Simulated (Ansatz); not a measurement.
**GeH₂NF: small, medium and large basis sets**

Aim: see how fast density functionals converge with the basis set for GeH₂NF.

Method: one geometry, several basis sets; program: Ansatz 0.2.0, Gaussian basis.

The runs, in order: PBE0-D4/def2-SVP; ωB97M-V/def2-SVP; PBE0-D4/def2-QZVPP; ωB97M-V/def2-QZVPP; the functionals' def2-TZVPP values are taken from earlier runs.

## (1) The geometry

An earlier PBE0-D4/def2-TZVP relaxation fixed the geometry.

SMILES `[NH2][Ge][F]`, 5 atoms, charge 0, spin multiplicity 1.

Atoms are counted from 1 here; the program's logs count them from 0.

Bond lengths: N1–Ge2 1.811 Å, N1–H4 1.008 Å, N1–H5 1.010 Å, Ge2–F3 1.768 Å. Angles: Ge2–N1–H4 124.0°, Ge2–N1–H5 122.7°, H4–N1–H5 113.3°, N1–Ge2–F3 94.5°.

## (2) PBE0-D4 in def2-SVP

in.yaml reads:

```yaml
crystal:
  periodic: [false, false, false]
  atoms:
    - {symbol: N, position_ang: [-0.477732, 0.347608, -0.204749]}
    - {symbol: Ge, position_ang: [0.434068, -0.305198, 1.217231]}
    - {symbol: F, position_ang: [1.598294, -1.203910, 0.235496]}
    - {symbol: H, position_ang: [-1.280116, 0.952567, -0.130551]}
    - {symbol: H, position_ang: [-0.224515, 0.135333, -1.158727]}
basis:
  gaussian: {orbitals: def2-SVP}
hamiltonian: {xc: pbe0, dispersion: d4}
output: {orbitals: {seedname: orbitals}}
```

The run is started by

```console
ansatz run in.yaml --threads 2 --pin off --events-out ev --progress --plain --max-ram 32768MiB --backend cpu
```

Further steps of the session: ωB97M-V in def2-SVP; PBE0-D4 in def2-QZVPP; ωB97M-V in def2-QZVPP.

Q: Predict the results of all the runs planned. Wanted: PBE0-D4: double and triple zeta above quadruple; ωB97M-V: double and triple zeta above quadruple.

As calculated:

```
                                       quantity           value
PBE0-D4: double and triple zeta above quadruple  14.00, 1.49 eV
ωB97M-V: double and triple zeta above quadruple  14.07, 1.44 eV
```

What this shows: For PBE0-D4 the step from double to triple zeta gains 12.51 eV and the next only 1.49 eV. Total energies overstate the basis error of differences, where much of it tends to cancel.
